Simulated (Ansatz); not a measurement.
This script drives Ansatz's Python interface.

`bh7o2si2.xyz`
```text
12

O    -0.37870    2.53720    1.38400
B     0.23060    1.27770    1.31450
O    -0.57610    0.05380    1.47160
Si   -0.88130   -0.47030   -0.10370
Si    0.79090   -1.52040   -1.06470
H    -0.64820    2.80950    0.42880
H     1.43740    1.22620    1.21500
H    -2.02590   -1.42410   -0.01050
H    -1.39280    0.65750   -0.90500
H     1.91150   -0.56630   -1.13770
H     1.18240   -2.65360   -0.19070
H     0.42730   -1.98260   -2.36760
```

`methods_bh7o2si2.py`
```python
# -*- coding: utf-8 -*-
from pathlib import Path

import ansatz as az
import numpy as np

BASIS_SET = "cc-pVDZ"


def main():
    geometry = az.Crystal.molecule_from_extxyz("bh7o2si2.xyz")

    calc = geometry.calculation().basis(gaussian=BASIS_SET)

    print("functional    E (Ha)        dipole (D)   HOMO (eV)  LUMO (eV)")
    for name in ["hse06", "pbe0", "pbe", "lda", "cam_b3lyp"]:
        report = calc.functional(name).forces().orbitals().run(runs_dir="runs").report
        lines = Path(report["orbitals_path"]).read_text().splitlines()
        field_of = lambda key: [line.split("=")[1].strip() for line in lines if line.startswith(key)]
        orbitals = [(27.211386 * float(e), s, float(n)) for e, s, n in zip(field_of("Ene="), field_of("Spin="), field_of("Occup="))]
        homo = max(e for e, _, n in orbitals if n > 0.5)
        lumo = min(e for e, _, n in orbitals if n < 0.5)
        dipole = 4.803205 * np.linalg.norm(report["charge_distribution"]["dipole_moment_e_ang"])
        print(f"{name:10s} {report['free_energy_ev'] / 27.211386246:14.6f} {dipole:9.3f} {homo:11.3f} {lumo:10.3f}")


if __name__ == "__main__":
    main()
```

It is started by `python methods_bh7o2si2.py`. Estimate its wall time and peak memory on 1 thread of Arm Neoverse V1 (shared host).

It took about 27 s, with a peak of 0.35 GiB, for 5 runs of the engine.

```console
$ python methods_bh7o2si2.py
functional    E (Ha)        dipole (D)   HOMO (eV)  LUMO (eV)
hse06         -758.093512     2.362      -7.592     -1.299
pbe0          -758.115384     2.367      -7.990     -0.912
pbe           -758.042883     2.183      -6.598     -1.897
lda           -754.816730     2.298      -6.680     -2.144
cam_b3lyp     -758.497481     2.436      -9.302      0.310
```

Notes:
- These settings explore the input space; basis and method may be short of convergence.
- The geometry is a force-field or estimated start, not a minimum of this method, and the basis set is short of its limit. A lower total doesn't mark the better method: functionals have no common bound, and MP2 and coupled cluster aren't variational.
- Levels such as HOMO and LUMO are orbital energies: with these approximate functionals they aren't the ionisation energy and electron affinity, and their gap isn't the fundamental gap.
- For Al to Cl the sets with a tight d function, cc-pV(X+d)Z, are usual.
- hse06 follows the composition of plane-wave codes, whose totals differ by tens of mHa, up to about 0.1 Ha, from the form usual in Gaussian-basis programs (wpbeh).

(A comment or docstring line of the script was reworded after the run, the code is as it ran; lines on the test bed's own set-up are left out of the output.)
